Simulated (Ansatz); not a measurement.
# YVSe2O: the cost of one run

Computed with Ansatz 0.2.0 (reference: DFT PBEsol, plane waves, PAW, scalar-relativistic, no spin polarisation, unless a step's input says otherwise).

## 1. The starting structure

It takes space group C2/m (No. 12, monoclinic). Conventional cell: a = 11.699 Å, b = 3.881 Å, c = 8.427 Å, α = 90.00°, β = 90.19°, γ = 90.00°. Around Y (site symmetry m) lie 3 O at 2.40 to 2.50 Å. Around Se (site symmetry m) lie 3 V at 2.59 to 2.63 Å. Se (site symmetry m) is surrounded by 2 V at 2.56 Å. V (site symmetry 2/m) is surrounded by 2 O at 1.97 Å and 4 Se at 2.63 Å. V (site symmetry 2/m) has 6 Se at 2.56 to 2.59 Å as nearest neighbours. O (site symmetry m) has 1 V at 1.97 Å and 3 Y at 2.40 to 2.50 Å as nearest neighbours.

Coordinates:

```xyz
10
Lattice="0.0000 3.8815 0.0000 5.8496 -1.9407 0.0000 0.0282 0.0000 -8.4271" Properties=species:S:1:pos:R:3 pbc="T T T"
Y     2.7172    0.0000   -6.7591
Y     3.1606    1.9407   -1.6680
Se    5.3231    1.9407   -6.7464
Se    0.5547    0.0000   -1.6807
Se    1.6609    1.9407   -4.5099
Se    4.2168    0.0000   -3.9171
V     0.0000    1.9407    0.0000
V     0.0141    0.0000   -4.2135
O     1.9323    1.9407   -7.9366
O     3.9454    0.0000   -0.4905
```

## 2. The reference run

The input, input.yaml:

```yaml
crystal:
  lattice:
    - [0.0, 3.881466, 0.0]
    - [5.849569, -1.940733, 0.0]
    - [0.028199, 0.0, -8.427058]
  atoms:
    - { symbol: "Y", position: [0.23032, 0.46064, 0.80207] }
    - { symbol: "Y", position: [0.76968, 0.53936, 0.19793] }
    - { symbol: Se, position: [0.95307, 0.90614, 0.80056] }
    - { symbol: Se, position: [0.04693, 0.09386, 0.19944] }
    - { symbol: Se, position: [0.64068, 0.28136, 0.53517] }
    - { symbol: Se, position: [0.35932, 0.71864, 0.46483] }
    - { symbol: V, position: [0.5, 0.0, 0.0] }
    - { symbol: V, position: [0.0, 0.0, 0.5] }
    - { symbol: O, position: [0.6629, 0.3258, 0.9418] }
    - { symbol: O, position: [0.3371, 0.6742, 0.0582] }
  symmetry: { tolerance: 0.0003 }
kpoints:
  mp_grid: { grid: [5, 5, 2], shift: [0, 0, 0] }
magnetization:
  spin_polarized: false
scf:
  occupations: { method: fermi_dirac }
hamiltonian:
  pseudopotentials: { kind: paw }
  xc: pbesol
basis:
  ecutwfc: 420
output:
  forces: true
  stress: true
  eigenvalues: true
```

On the command line:

```sh
$ ansatz run input.yaml --threads 1 --pin off --max-ram 2560MiB --backend cpu --events-out ev --progress --plain --runs-dir out
```

Q: Estimate wall time and peak memory on 1 thread of Intel Xeon Platinum 8375C at 2.90GHz (Ice Lake), shared host.

About 13 s, with a peak of 0.64 GiB.
